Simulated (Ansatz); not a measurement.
# InSe: the cost of one run

Method: DFT, PBE, plane-wave PAW, default files, scalar-relativistic, in Ansatz 0.2.0.

1 further run of the same task is left out (it didn't finish).

**1. The starting structure**

Symmetry: P6_3/mmc, No. 194, hexagonal system. Conventional cell: a = 4.050 Å, b = 4.050 Å, c = 16.930 Å, α = 90.00°, β = 90.00°, γ = 120.00°. In (site symmetry 3m) has 3 Se at 2.52 Å as nearest neighbours. Se (site symmetry 3m) is surrounded by 3 In at 2.52 Å.

Structure file:

```cif
data_structure
_symmetry_space_group_name_H-M 'P 1'
_symmetry_Int_Tables_number 1
_cell_length_a 4.0500
_cell_length_b 4.0500
_cell_length_c 16.9300
_cell_angle_alpha 90.000
_cell_angle_beta 90.000
_cell_angle_gamma 120.000
_cell_volume 240.49
loop_
_atom_site_label
_atom_site_type_symbol
_atom_site_fract_x
_atom_site_fract_y
_atom_site_fract_z
_atom_site_occupancy
In1 In 0.33333 0.66667 0.15700 1
In2 In 0.66667 0.33333 0.65700 1
In3 In 0.33333 0.66667 0.34300 1
In4 In 0.66667 0.33333 0.84300 1
Se1 Se 0.33333 0.66667 0.60200 1
Se2 Se 0.66667 0.33333 0.10200 1
Se3 Se 0.33333 0.66667 0.89800 1
Se4 Se 0.66667 0.33333 0.39800 1
```

The earlier run gave: no gap over 0.1 eV on the mesh, largest force 2.886 eV/Å, pressure 7.6 GPa.

Like atoms gathered into sites:

| site | atoms | first shell | V_zz (10²¹ V/m²) | η | C_Q (MHz) |
| --- | --- | --- | --- | --- | --- |
| In | 1, 2, 3, 4 | 3 Se at 2.52 Å | -2.91 | 0.00 | -54.2 (¹¹⁵In) |
| Se | 5, 6, 7, 8 | 3 In at 2.52 Å | -19.32 | 0.00 | – |

C_Q = eQV_zz/h, which is 24.18 MHz for Q = 1 b and V_zz = 10²¹ V/m²; η = (V_xx − V_yy)/V_zz. Q values from Pyykkö, Mol. Phys. 116, 1328 (2018). A dash under C_Q marks elements without a common quadrupolar isotope.

**2. Z stretched by -2 %, ions relaxed**

Contents of input.yaml:

```yaml
crystal:
  lattice:
    - [4.0499987506, 0.0, 0.0]
    - [-2.0249993753, 3.5074018033, 0.0]
    - [0.0, 0.0, 16.5914]
  atoms:
    - { symbol: In, position: [0.3333333333, 0.6666666667, 0.1672880857] }
    - { symbol: In, position: [0.6666666667, 0.3333333333, 0.6672880857] }
    - { symbol: In, position: [0.3333333333, 0.6666666667, 0.3327119143] }
    - { symbol: In, position: [0.6666666667, 0.3333333333, 0.8327119143] }
    - { symbol: Se, position: [0.3333333333, 0.6666666667, 0.5917978027] }
    - { symbol: Se, position: [0.6666666667, 0.3333333333, 0.0917978027] }
    - { symbol: Se, position: [0.3333333333, 0.6666666667, 0.9082021973] }
    - { symbol: Se, position: [0.6666666667, 0.3333333333, 0.4082021973] }
kpoints:
  mp_grid: { grid: [13, 13, 3] }
scf:
  occupations: { method: fermi_dirac, width: 0.05 }
hamiltonian:
  xc: pbe
  pseudopotentials: { kind: paw }
output:
  forces: true
  stress: true
  populations: true
  efg: { quadrupole_moments_barn: { In: 0.772 }, contact_densities: true }
  write_density: true
  write_potential: true
  elf: true
  volumetric_format: npy
relax:
  f_tol: 0.02
  max_steps: 60
```

Command:

```console
$ ansatz run input.yaml --threads 1 --pin off --max-ram 3072MiB --backend cpu --events-out ev --progress --plain --runs-dir out
```

**Question.** How long does this run take on 1 thread of Intel Xeon 6975P-C (Granite Rapids), shared host, and how much memory does it need?

About 79 s, with a peak of 0.92 GiB.
